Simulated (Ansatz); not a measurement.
# C2H5ClOSi: the cost of one run

All numbers below are computed with Ansatz 0.2.0 (UKS PBE0-D4/def2-SVP).

### 1 Starting point

Bond lengths: C1–Si2 1.773 Å, Si2–Cl3 1.998 Å, Si2–C4 1.854 Å, Si2–O5 1.664 Å, C4–O5 1.449 Å, C1–H6 1.059 Å, C1–H7 1.144 Å, C1–H8 1.081 Å, C4–H9 1.040 Å, C4–H10 1.134 Å. Angles (14 of 19 angles, heavy atoms first): C1–Si2–Cl3 115.2°, C1–Si2–C4 129.1°, C1–Si2–O5 115.2°, Cl3–Si2–C4 115.6°, Cl3–Si2–O5 105.8°, C4–Si2–O5 48.3°, Si2–C4–O5 59.0°, Si2–O5–C4 72.7°, Si2–C1–H6 115.3°, Si2–C1–H7 109.3°, Si2–C1–H8 111.9°, Si2–C4–H9 119.8°, Si2–C4–H10 112.5°, O5–C4–H9 124.7°.

Coordinates:

```xyz
10

C    -1.1778   -1.0165    0.0190
Si    0.4400   -0.2949    0.1017
Cl    1.9493   -1.5986    0.2244
C     0.9256    1.4943    0.0702
O     0.8260    0.7265   -1.1542
H    -1.4427   -1.6285    0.8422
H    -1.9628   -0.1846    0.0296
H    -1.3442   -1.5285   -0.9186
H     1.8191    1.7948    0.5084
H     0.0507    2.1848    0.2801
```

### 2 Preparing the start

input.yaml

```yaml
crystal:
  periodic: [false, false, false]
  atoms:
    - { symbol: C, position_ang: [-1.1778, -1.0165, 0.019] }
    - { symbol: Si, position_ang: [0.44, -0.2949, 0.1017] }
    - { symbol: Cl, position_ang: [1.9493, -1.5986, 0.2244] }
    - { symbol: C, position_ang: [0.9256, 1.4943, 0.0702] }
    - { symbol: O, position_ang: [0.826, 0.7265, -1.1542] }
    - { symbol: H, position_ang: [-1.4427, -1.6285, 0.8422] }
    - { symbol: H, position_ang: [-1.9628, -0.1846, 0.0296] }
    - { symbol: H, position_ang: [-1.3442, -1.5285, -0.9186] }
    - { symbol: H, position_ang: [1.8191, 1.7948, 0.5084] }
    - { symbol: H, position_ang: [0.0507, 2.1848, 0.2801] }
magnetization:
  spin_polarized: true
basis:
  gaussian: { orbitals: def2-SVP }
hamiltonian:
  xc: pbe0
  dispersion: d4
relax:
  f_tol: 0.02
  max_steps: 40
```

Run with:

```bash
$ ansatz run input.yaml --threads 2 --pin off --max-ram 3072MiB --backend cpu --events-out ev --progress --plain --runs-dir out
```

Q: Estimate wall time and peak memory on 2 threads of Arm Neoverse N1, shared host.

About 76 s, with a peak of 0.31 GiB.
